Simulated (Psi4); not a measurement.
# BPNH2ClO (SMILES N#P.OBCl): a first try and a second

Wanted: the interaction energy of BPNH2ClO, SAPT0/jun-cc-pVDZ (density fitting, density fitting for correlation, fragments set).

Program for the calculation: Psi4 1.11.

6 further runs of the same task are left out: 6 set aside as unsound or not needed. Runs told in other sessions of the task aren't counted.

## (1) The structure to begin with

BPNH2ClO has 7 atoms, charge 0, and is taken as a singlet. As SMILES, `N#P.OBCl`.

Bond lengths: N1–P2 1.491 Å, O3–B4 1.340 Å, B4–Cl5 1.766 Å, O3–H6 0.963 Å, B4–H7 1.189 Å. Angles: O3–B4–Cl5 121.0°, O3–B4–H7 119.8°, Cl5–B4–H7 119.2°, B4–O3–H6 113.9°.

## (2) Try one

job.in reads:

```
memory 1.6 GB

molecule molecule1 {
  0 1
  N      0.000000     0.000000    -0.745430
  P      0.000000     0.000000     0.745430
  --
  0 1
  O     -0.934330     4.393170     0.170490
  B     -0.554890     4.113360     1.424530
  Cl    -1.359270     2.848430     2.358520
  H     -1.662720     3.849250    -0.146880
  H      0.336490     4.722570     1.922010
  units angstrom
  symmetry c1
  no_reorient
  no_com
}

set {
  basis jun-cc-pVDZ
  reference rhf
  scf_type df
}

energy('pbe1pbe')
```

Command:

```bash
$ psi4 -i job.in -o job.out -n 1
```

job.out:

```text
Psi4 1.11 release

psi4.driver.p4util.exceptions.MissingMethodError: Method=pbe1pbe is not available for any derivative level.

Printing out the relevant lines from the Psithon --> Python processed input file:
    ""","molecule1")
    core.IO.set_default_namespace("molecule1")
    core.set_global_option("BASIS", "jun-cc-pVDZ")
    core.set_global_option("REFERENCE", "rhf")
    core.set_global_option("SCF_TYPE", "df")
--> energy('pbe1pbe')

!------------------------------------------------------------!
!                                                            !
!  Method=pbe1pbe is not available for any derivative level. !
!                                                            !
!------------------------------------------------------------!

    Psi4 run time: 0:00:00.05
```

Run time: 0.62 s. Hardware: 1 thread of AMD EPYC 9B45 (Zen 5), shared host; peak memory 0.14 GiB.

## (3) Reading the log

The program refused the input.

The log says `Method=pbe1pbe is not available for any derivative level.`. What is wrong: the keyword for the method is given a word that it doesn't take. To mend it: method SAPT0 in place of PBE1PBE.

## (4) Second attempt

input.in reads:

```
memory 1.6 GB

molecule {
  0 1
  N      0.000000     0.000000    -0.745430
  P      0.000000     0.000000     0.745430
  --
  0 1
  O     -0.934330     4.393170     0.170490
  B     -0.554890     4.113360     1.424530
  Cl    -1.359270     2.848430     2.358520
  H     -1.662720     3.849250    -0.146880
  H      0.336490     4.722570     1.922010
  symmetry c1
  no_reorient
  no_com
}

set {
  basis jun-cc-pVDZ
  reference rhf
  scf_type df
  df_scf_guess false
}

e_tot = energy('sapt0')
print_variables()
```

Command:

```bash
$ psi4 -i input.in -o input.out -n 1
```

input.out:

```text
[...]
  Running in c1 symmetry.
[...]
  Nuclear repulsion =  213.201981435006985
[...]
  Multiplicity = 1
[...]
  Nalpha       = 27
  Nbeta        = 27
[...]
    Number of basis functions: 108
[...]
   @DF-RHF iter   1:  -955.25637410387696   -1.30235e+00   6.08880e-03 ADIIS/DIIS
[...]
   @DF-RHF iter  11:  -560.32299691430433   -2.95586e-12   4.44720e-09 DIIS
[...]
    Orbital Energies [Eh]
    ---------------------
    Doubly Occupied:
       1A   -104.834587     2A    -20.610690     3A    -10.563913
       4A     -8.031001     5A     -8.028760     6A     -8.028462
       7A     -7.696274     8A     -1.407775     9A     -1.114960
      10A     -0.795896    11A     -0.661646    12A     -0.623028
      13A     -0.577189    14A     -0.512767    15A     -0.477490
      16A     -0.463109
[...]
  @DF-RHF Final Energy:  -560.32299691430433
   => Energetics <=
    Nuclear Repulsion Energy =             84.7216785550889568
    One-Electron Energy =                -941.2342558594082220
    Two-Electron Energy =                 296.1895803900149531
    Total Energy =                       -560.3229969143043263
[...]
 Multipole Moments:
 ------------------------------------------------------------------------------------
     Multipole            Electronic (a.u.)      Nuclear  (a.u.)        Total (a.u.)
 ------------------------------------------------------------------------------------
 L = 1.  Multiply by 2.5417464519 to convert [e a0] to [Debye]
 Dipole X            :         65.3192606          -65.5412011           -0.2219405
 Dipole Y            :       -213.0384302          212.9859104           -0.0525198
 Dipole Z            :        -95.4703706           95.1600692           -0.3103013
 Magnitude           :                                                    0.3851011
[...]
    Electrostatics                 -3.41427859 [mEh]      -2.14249216 [kcal/mol]      -8.96418720 [kJ/mol]
[...]
    Exchange                        5.03459790 [mEh]       3.15925788 [kcal/mol]      13.21833497 [kJ/mol]
[...]
    Induction                      -0.96095944 [mEh]      -0.60301115 [kcal/mol]      -2.52299866 [kJ/mol]
[...]
    Dispersion                     -2.26606805 [mEh]      -1.42197917 [kcal/mol]      -5.94956084 [kJ/mol]
[...]
  Total HF                          0.65935988 [mEh]       0.41375457 [kcal/mol]       1.73114911 [kJ/mol]
  Total SAPT0                      -1.60670817 [mEh]      -1.00822460 [kcal/mol]      -4.21841172 [kJ/mol]
[...]
Warning! sapt0 does not have an associated derived wavefunction. The returned wavefunction is the dimer SCF wavefunction.
[...]
```

Wall time 5.1 s (1 thread of AMD EPYC 9B45 (Zen 5), shared host); peak memory 0.31 GiB.

## (5) What came out

Level: SAPT0/jun-cc-pVDZ (density fitting, density fitting for correlation, fragments set).

```
          quantity         value
interaction energy  -4.22 kJ/mol
```
